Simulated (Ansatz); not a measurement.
YMg₃, space group Fm-3m: a comparison of functionals at one structure, run with Ansatz 0.2.0, Python API.

`ymg3.cif`
```cif
data_YMg3
_cell_length_a 5.161572
_cell_length_b 5.161572
_cell_length_c 5.161572
_cell_angle_alpha 60.00000
_cell_angle_beta 60.00000
_cell_angle_gamma 60.00000
_symmetry_space_group_name_H-M 'P 1'
_symmetry_Int_Tables_number 1
loop_
_symmetry_equiv_pos_as_xyz
'x, y, z'
loop_
_atom_site_label
_atom_site_type_symbol
_atom_site_fract_x
_atom_site_fract_y
_atom_site_fract_z
Y1 Y    0.000000    0.000000    0.000000
Mg2 Mg    0.250000    0.250000    0.250000
Mg3 Mg    0.500000    0.500000    0.500000
Mg4 Mg    0.750000    0.750000    0.750000
```

Script `ymg3_xc.py`:
```python
"""One structure of YMg3 under several functionals."""

import ansatz as az
from ase.io import read
import pandas as pd

atoms = read("ymg3.cif")
structure = az.Crystal.from_ase(atoms)

model = (
    structure.calculation()
    .pseudopotentials("paw")
    .kpoints(density=3.1)
    .occupations("fermi_dirac", width=0.1)
    .stress()
)

rows = []
for value in ["pbesol", "lda", "blyp"]:
    rep = model.functional(value).run(threads=1).report
    rows.append((value, rep["free_energy_ev"] / len(rep["lattice"]["sites"]), rep["n_iterations"], sum(rep["stress_gpa"][i][i] for i in range(3)) / 3, rep["n_kpoints"]))

table = pd.DataFrame(rows, columns=["functional", "F/atom (eV)", "iterations", "P (GPa)", "k-points"])
print(table.round(5).to_string(index=False))
```

Which functional puts this cell under the lowest pressure, and which under the highest?

From lowest to highest: LDA (-2.4 GPa), PBEsol (-0.7 GPa) and BLYP (1.2 GPa). At a fixed cell a lower pressure usually means a smaller equilibrium volume, so LDA prefers the smallest cell and BLYP the largest.

The output:

Running `python ymg3_xc.py` prints:
```text
DeckWarning: basis.ecutwfc = 420 eV, auto-derived from the records' recommended cutoffs: set by Y (normal level)
functional  F/atom (eV)  iterations  P (GPa)  k-points
    pbesol  -2382.90617           6 -0.70355        10
       lda  -2362.68839           6 -2.38187        10
      blyp  -2410.45786           6  1.17495        10
```
(Warnings from the package without file and line.)

BLYP can be off by several per cent in the lattices of metals, and by several GPa in the pressure at a fixed cell. For a metal this k-point mesh is coarse: on a finer one energies can move by several to tens of meV an atom and pressures by half a GPa or more, differences at one mesh by less. Pressure is positive in compression. This cell is a computed structure, which may not be the phase found in nature. Total energies of different functionals can't be compared; pressures, moments and gaps at this one structure can. Hardware and time: 5.2 s on 1 thread of Arm Neoverse V1, with other jobs on the host, peak memory 0.48 GiB.
